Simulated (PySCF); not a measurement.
# HO4W (W(O)3(OH)-): the cost of one run

Program: PySCF 2.14.0. Level of theory: TPSS, W def2-SVP with ECP60, O def2-SVP, H def2-SVP; scalar-relativistic core potentials, no spin–orbit coupling. These are calculated values, not measurements.

4 further runs of the same task are left out: 2 for a known fault of the program, 1 that didn't finish, 1 set aside as unsound or not needed.

## 1. The starting structure

6 atoms, charge -1, spin multiplicity 1.

Bond lengths: W1–O2 1.770 Å, W1–O3 1.768 Å, W1–O4 1.770 Å, W1–O5 1.967 Å, O5–H6 0.974 Å. Angles: O2–W1–O3 110.3°, O2–W1–O4 108.7°, O2–W1–O5 109.4°, O3–W1–O4 110.3°, O3–W1–O5 108.9°, O4–W1–O5 109.4°, W1–O5–H6 113.9°.

Coordinates:

```xyz
6

W     0.00000   -0.02204   -0.04426
O     1.43803    0.02026   -1.07522
O     0.00000    1.35578    1.06429
O    -1.43803    0.02026   -1.07522
O     0.00000   -1.68521    1.00674
H     0.00000   -2.49428    0.46517
```

Formal oxidation states: W +6. An earlier session relaxed this geometry at TPSS, W def2-SVP with ECP60, O def2-SVP, H def2-SVP (singlet, point group Cs).

Its energy there is -368.682121 Eh.

## 2. Multiplicity 3 at the relaxed geometry

The input, run.py (the lines that set the calculation):

```python
mol = gto.M(atom='''
W      0.00000    -0.02204    -0.04426
O      1.43803     0.02026    -1.07522
O      0.00000     1.35578     1.06429
O     -1.43803     0.02026    -1.07522
O      0.00000    -1.68521     1.00674
H      0.00000    -2.49428     0.46517''',
    basis={'W': 'def2-SVP', 'O': 'def2-SVP', 'H': 'def2-SVP'},
    ecp={'W': 'def2-SVP'},
    charge=-1, spin=2)
mf = dft.UKS(mol, xc='TPSS')
mf.grids.atom_grid = (50, 194)
mf = mf.density_fit()  # fitting sets: W def2-universal-JKFIT, O def2-universal-JKFIT, H def2-universal-JKFIT
mf.conv_tol = 1e-08; mf.max_cycle = 55
mf.kernel(dm0)  # dm0: free metal ions and neutral atoms
```

Command:

```sh
$ OMP_NUM_THREADS=2 python run.py
```

**Question.** How long does this run take on 2 threads of Arm Neoverse V1, shared host?

About 7.4 s.
